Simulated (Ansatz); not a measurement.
# CsTlH4: the cost of one run

Computed with Ansatz 0.2.0 (DFT PBE, scalar-relativistic, plane waves, PAW, unless a step's input says otherwise).

### 1 The system as given

It takes space group P4/mmm (No. 123, tetragonal). Conventional cell: a = 4.836 Å, b = 4.836 Å, c = 7.060 Å, α = 90.00°, β = 90.00°, γ = 90.00°. Cs (site symmetry 4/mmm) has 8 H at 3.59 Å as nearest neighbours. Tl (site symmetry 4/mmm) has 6 H at 2.42 to 2.44 Å as nearest neighbours. H (site symmetry 4mm) has 1 H at 2.18 Å and 1 Tl at 2.44 Å as nearest neighbours. H (site symmetry mmm) has 2 Tl at 2.42 Å as nearest neighbours.

Coordinates:

```
CELL_PARAMETERS angstrom
4.83575 0.00000 0.00000
0.00000 4.83575 0.00000
0.00000 0.00000 7.06000
ATOMIC_POSITIONS crystal
Cs 0.50000 0.50000 0.50000
Tl 0.00000 0.00000 0.00000
H 0.00000 0.00000 0.65407
H 0.50000 0.00000 0.00000
H 0.00000 0.50000 0.00000
H 0.00000 0.00000 0.34593
```

The cell is invented: perovskite family, Dion-Jacobson layers, n = 1 (P4/mmm, No. 123). Its size is a rough estimate.

### 2 A first look at the guess

Input file input.yaml:

```yaml
crystal:
  lattice:
    - [4.83574593, 0.0, 0.0]
    - [0.0, 4.83574593, 0.0]
    - [0.0, 0.0, 7.06000232]
  atoms:
    - { symbol: Cs, position: [0.5, 0.5, 0.5] }
    - { symbol: Tl, position: [0.0, 0.0, 0.0] }
    - { symbol: H, position: [0.0, 0.0, 0.65406585] }
    - { symbol: H, position: [0.5, 0.0, 0.0] }
    - { symbol: H, position: [0.0, 0.5, 0.0] }
    - { symbol: H, position: [0.0, 0.0, 0.34593415] }
basis:
  ecutwfc: 420
kpoints:
  mp_grid: { grid: [4, 4, 4] }
hamiltonian:
  xc: pbe
scf:
  occupations: { method: gaussian, width: 0.1 }
  lower_state_search: "off"
output:
  forces: true
  stress: true
  eigenvalues: true
```

Command:

```
$ ansatz run input.yaml --threads 1 --pin off --max-ram 2048MiB --backend cpu --events-out ev --progress --plain --runs-dir out
```

What time and memory should one allow on 1 thread of AMD EPYC 9R45 (Zen 5), shared host?

About 1.4 s, with a peak of 0.44 GiB.
